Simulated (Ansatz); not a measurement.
# Be₂− (doublet): from Hartree-Fock to the top rungs at distance Be1–Be2 = 3.999 Å, aug-cc-pVDZ

How much of the correlation energy of Be₂− (doublet) does each wave-function method recover here?

The runs use Ansatz 0.2.0, Gaussian basis; aug-cc-pVDZ, core rule «outside noble gas», up to 2 orbitals frozen.

The runs, in order: UHF; CCSD(T) on ROHF; CCSD(T) on UHF; BCCD(T) on ROHF; CISD; CCSDT(Q) on ROHF; CCSDT(Q) on UHF; CASSCF and MRCISD+Q, 3 electrons in 3 orbitals; CASSCF and NEVPT2, 3 electrons in 3 orbitals; CASSCF and MRCISD+Q, 5 electrons in 8 orbitals; CASSCF and MRCISD+Q(relaxed), 5 electrons in 8 orbitals; CASSCF and NEVPT2, 5 electrons in 8 orbitals; Full CI.

10 further runs of the same task are left out: 7 that didn't finish, 3 set aside as unsound or not needed.

## 1. What is computed

The geometry derives from a PBE0/def2-TZVPD stationary point (not a proven minimum). One bond is set to the value named and the two fragments are kept rigid.

2 atoms, charge -1, spin multiplicity 2.

Atoms are counted from 1 here; the program's logs count them from 0.

No contacts short enough for the rule that draws bonds.

As a file:

```csv
atom,x (Å),y (Å),z (Å)
Be1,0.00000,0.00000,0.00000
Be2,0.00000,0.00000,3.99900
```

## 2. UHF

in.yaml reads:

```yaml
crystal:
  periodic: [false, false, false]
  atoms:
    - {symbol: Be, position_ang: [0.000000, 0.000000, 0.000000]}
    - {symbol: Be, position_ang: [0.000000, 0.000000, 3.999000]}
basis:
  gaussian: {orbitals: aug-cc-pVDZ}
total_charge: -1
magnetization: {spin_polarized: true, initial_magnetization: 1}
hamiltonian: {xc: hf}
output: {orbitals: {seedname: orbitals}}
```

Run with:

```bash
> ansatz run in.yaml --threads 1 --pin off --events-out ev --progress --plain --max-ram 2393MiB
```

Further steps of the session: CCSD(T) on ROHF; CCSD(T) on UHF; BCCD(T) on ROHF; CISD; CCSDT(Q) on ROHF; CCSDT(Q) on UHF; CASSCF and MRCISD+Q, 3 electrons in 3 orbitals; CASSCF and NEVPT2, 3 electrons in 3 orbitals; CASSCF and MRCISD+Q, 5 electrons in 8 orbitals; CASSCF and MRCISD+Q(relaxed), 5 electrons in 8 orbitals; CASSCF and NEVPT2, 5 electrons in 8 orbitals; Full CI.

Q: Predict the results of all the runs planned. Wanted: FCI below the RHF energy; RMP2 from FCI; UMP2 from FCI; RCCSD from FCI; RCCSD(T) from FCI; UCCSD(T) from FCI; RCCSDT(Q) from FCI; NEVPT2 pair from FCI; MRCISD+Q pair from FCI.

As calculated:

```
                         quantity                                                                                        value
         FCI below the RHF energy                                                                                   -2.7454 eV
                    RMP2 from FCI                                                                                  +1062.0 meV
                    UMP2 from FCI                                                                                  +1091.3 meV
                   RCCSD from FCI                                                                                   +120.2 meV
                RCCSD(T) from FCI                                                                                    +38.6 meV
                UCCSD(T) from FCI                                                                                    +40.4 meV
               RCCSDT(Q) from FCI                                                                                     +1.6 meV
             NEVPT2 pair from FCI                                                                                  +1064.3 meV
           MRCISD+Q pair from FCI                                                                                    -61.1 meV
          NEVPT2 valence from FCI                                                                                   +363.0 meV
levels within 1 kcal/mol (43 meV)  RCCSD(T), UCCSD(T), BCCD(T), RCCSDT, RCCSDT(Q), MRCISD+Q valence, MRCISD+Q(relaxed) valence
                    T1 diagnostic                                                                                        0.043
   effectively unpaired electrons                                                                                         1.29
```

**Reading.** RCCSD(T) lands +38.6 meV from the yardstick (1.4 % of the correlation energy). MRCISD+Q pair, MRCISD+Q(relaxed) valence fall below full CI: the +Q correction isn't variational, and the cores differ from full CI's. The occupations show some static correlation. Of the multireference levels listed MRCISD+Q valence comes nearest in total energy (+17.7 meV), which doesn't show that its space is the better one. Coupled cluster took another determinant than the lowest Hartree-Fock one. These misses are within one basis, not against nature; the frozen cores of restricted and unrestricted runs differ, which can shift their rows. The highest orbital lies above zero: the basis alone holds the extra electron.
